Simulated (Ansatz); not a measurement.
# H6SiSn, SMILES [SiH3][SnH3]: a short molecular-dynamics run

Program: Ansatz 0.2.0, Python API.

Run as a notebook:

In [1]:
```python
from dataclasses import dataclass
import warnings

import ansatz as az
import numpy as np
```

In [2]:
```python
@dataclass(frozen=True)
class Settings:
    basis_set: str = "def2-SVP"
    xc: str = "B3LYP"
    n_steps: int = 20
    temperature_k: int = 300
```

In [3]:
```python
opts = Settings()

warnings.simplefilter("ignore", az.DeckWarning)
```

In [4]:
```python
geometry = (
    az.Crystal.molecule()
    .atom("Si", [-0.585, 0.0836, -1.1137])
    .atom("Sn", [0.5808, -0.1365, 1.0575])
    .atom("H", [-2.0915, 0.3799, -0.8778])
    .atom("H", [-0.4137, -1.091, -1.9213])
    .atom("H", [-0.0628, 1.2548, -1.8876])
    .atom("H", [0.4106, 1.3472, 1.9996])
    .atom("H", [2.3081, -0.4288, 0.7501])
    .atom("H", [-0.0544, -1.4662, 1.9374])
)

calc = (
    geometry.calculation()
    .basis(gaussian=opts.basis_set)
    .functional(opts.xc)
)
symbols = [site.symbol for site in geometry.cartesian_sites]
start = np.array([site.position_ang for site in geometry.cartesian_sites], dtype=float)
summary = calc.relax(force_tolerance=0.02).run(threads=1, backend="cpu").report
end = np.array(summary["positions_ang"])
minimum = az.Crystal.molecule()
for symbol, place in zip(symbols, end):
    minimum = minimum.atom(symbol, place.tolist())
```

In [5]:
```python
# dynamics from the relaxed geometry
calc = (
    minimum.calculation()
    .basis(gaussian=opts.basis_set)
    .functional(opts.xc)
    .md("nve", timestep=1.0, steps=opts.n_steps, temperature=opts.temperature_k, initial_velocities="maxwell_boltzmann", seed=4)
)
frames = []
outcome = calc.session().plan().execute(on_event=lambda e: frames.append(e["data"]) if e["event"] == "md_step" else None)
print("t (fs)   E_pot (eV)      E_kin (eV)   T (K)   d(0-1) (A)")
for f in frames[::2]:
    xyz = np.array(f["positions_ang"])
    print(f"{f['time_fs']:6.2f} {f['lagrangian_ev']:14.5f} {f['e_kin_ev']:10.5f} {f['temperature_k']:8.1f} {np.linalg.norm(xyz[0] - xyz[1]):9.4f}")
kept = np.array([f["conserved_ev"] for f in frames])
print(f"conserved energy moves by at most {1000 * np.ptp(kept):.3f} meV")
```
```text
t (fs)   E_pot (eV)      E_kin (eV)   T (K)   d(0-1) (A)
  0.00   -13806.19065    0.23267    300.0    2.5912
  2.00   -13806.13859    0.18259    235.4    2.5877
  4.00   -13806.08930    0.13491    174.0    2.5843
  6.00   -13806.12275    0.16599    214.0    2.5810
  8.00   -13806.12340    0.16627    214.4    2.5780
 10.00   -13806.06194    0.10656    137.4    2.5756
 12.00   -13806.03259    0.07789    100.4    2.5735
 14.00   -13806.07151    0.11510    148.4    2.5717
 16.00   -13806.08760    0.13029    168.0    2.5701
 18.00   -13806.04170    0.08649    111.5    2.5690
 20.00   -13806.03631    0.08081    104.2    2.5684
conserved energy moves by at most 3.592 meV
```

Caveats:
- Total energies depend on the basis set; only differences at equal settings carry meaning.
- The trajectory is only some femtoseconds long, so its temperature is not equilibrated; where the script doesn't relax first, it starts from a rough generated geometry.
- def2 sets replace the cores of elements past krypton by effective core potentials.
- b3lyp holds the VWN-RPA fit, as in Gaussian; the form of ORCA and Turbomole is b3lyp5.
- The temperature counts the internal degrees of freedom alone.
- With hydrogen a step over 0.5 fs is long.
- Finished in 61 s on 1 thread of Arm Neoverse V2 (shared host), peak memory 0.22 GiB.

(Lines on the test bed's own set-up are left out of the output.)
